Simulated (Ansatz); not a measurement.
# Yb2Zr: the cost of one run

Computed with Ansatz 0.2.0 (DFT PBE, scalar-relativistic, plane waves, PAW, unless a step's input says otherwise).

## 1. The system as given

Symmetry: Fd-3m, No. 227, cubic system. The conventional cell has a = 8.048 Å, b = 8.048 Å, c = 8.048 Å, α = 90.00°, β = 90.00°, γ = 90.00°. Yb (site symmetry -3m) has 6 Yb at 2.85 Å as nearest neighbours. Zr (site symmetry -43m) has 12 Yb at 3.34 Å and 4 Zr at 3.48 Å as nearest neighbours.

Coordinates:

```xyz
6
Lattice="0.0000 4.0241 4.0241 4.0241 0.0000 4.0241 4.0241 4.0241 0.0000" Properties=species:S:1:pos:R:3 pbc="T T T"
Yb    5.0301    5.0301    5.0301
Yb    5.0301    3.0181    3.0181
Yb    3.0181    3.0181    5.0301
Yb    3.0181    5.0301    3.0181
Zr    0.0000    0.0000    0.0000
Zr    2.0120    2.0120    2.0120
```

The cell is invented: species swapped into a database cell of YIr2 (Fd-3m, No. 227), with Zr on the Y sites and Yb on the Ir sites. Lengths come from tabulated atomic sizes and are only a guess.

## 2. The guess as it stands, on a coarse mesh

input.yaml

```yaml
crystal:
  lattice:
    - [0.0, 4.02408415, 4.02408415]
    - [4.02408415, 0.0, 4.02408415]
    - [4.02408415, 4.02408415, 0.0]
  atoms:
    - { symbol: Yb, position: [0.625, 0.625, 0.625] }
    - { symbol: Yb, position: [0.125, 0.625, 0.625] }
    - { symbol: Yb, position: [0.625, 0.625, 0.125] }
    - { symbol: Yb, position: [0.625, 0.125, 0.625] }
    - { symbol: Zr, position: [0.0, 0.0, 0.0] }
    - { symbol: Zr, position: [0.25, 0.25, 0.25] }
basis:
  ecutwfc: 420
kpoints:
  mp_grid: { grid: [4, 4, 4] }
hamiltonian:
  xc: pbe
scf:
  occupations: { method: gaussian, width: 0.1 }
  lower_state_search: "off"
output:
  forces: true
  stress: true
  eigenvalues: true
```

On the command line:

```
ansatz run input.yaml --threads 1 --pin off --max-ram 2560MiB --backend cpu --events-out ev --progress --plain --runs-dir out
```

What time and memory should one allow on 1 thread of Intel Xeon, shared host?

About 6.2 s, with a peak of 0.46 GiB.
